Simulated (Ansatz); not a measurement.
# F3N: atomisation energy, by script

Aim: an atomisation energy, for F3N, run from a script.

Program: Ansatz 0.2.0, driven from Python. Level of theory: MP2/def2-SVP. These are calculated values, not measurements.

### Step 1. The system

Bond lengths: F1–N2 1.379 Å, N2–F3 1.379 Å, N2–F4 1.379 Å. Angles: F1–N2–F3 110.4°, F1–N2–F4 110.4°, F3–N2–F4 110.4°.

Input file f3n.xyz:

```xyz
4

F     1.27590   -0.28620   -0.10860
N    -0.00030   -0.00040    0.32860
F    -0.38980    1.24820   -0.10850
F    -0.88580   -0.96160   -0.11150
```

### Step 2. Script

File tae_f3n.py:

```python
# -*- coding: utf-8 -*-
"""Atomisation energy of F3N at the given geometry."""

from collections import Counter

import ansatz as az

params = {
    "basis_set": "def2-SVP",
    "method": "MP2",
}


def energy_of(molecule, charge=0, unpaired=0):
    calc = (
        molecule.calculation()
        .basis(gaussian=params["basis_set"])
        .correlation(params["method"])
    )
    if charge:
        calc = calc.charge(charge)
    if unpaired:
        calc = calc.spin("collinear", total=unpaired)
    return calc.run(threads=1, pin="off").report["free_energy_ev"]


def main():
    molecule = az.Crystal.molecule_from_extxyz("f3n.xyz")

    # Hund ground states
    unpaired = {"F": 1, "N": 3}
    counts = Counter(site.symbol for site in molecule.cartesian_sites)
    atom_energy = {s: energy_of(az.Crystal.molecule().atom(s, (0, 0, 0)), 0, unpaired[s]) for s in counts}
    whole = energy_of(molecule, 0, 0)
    for s, e in atom_energy.items():
        print(f"{s:2s} x{counts[s]}  {e:14.5f} eV")
    print(f"F3N: {whole:.5f} eV")
    split = sum(counts[s] * e for s, e in atom_energy.items()) - whole
    print(f"atomisation energy (no zero-point term): {split:.3f} eV, {split / sum(counts.values()):.3f} eV an atom")


if __name__ == "__main__":
    main()
```

### Step 3. Launch

Command:

```sh
$ python tae_f3n.py
```

**Question.** What does it cost to take this molecule apart into atoms?

The runs gave:

| quantity | value |
| --- | --- |
| atomisation energy, no zero point | 7.522 eV |
| runs compared | 3 |

Zero-point motion and spin-orbit terms of the atoms are left out, and both would lower it. 7.522 eV from the electronic energies, without the zero-point term. Total energies depend on the basis set; only differences at equal settings carry meaning. The geometry is a force-field or estimated start, not a minimum of this method, and the basis set is short of its limit. All parts are taken at fixed geometry, without zero-point energy.
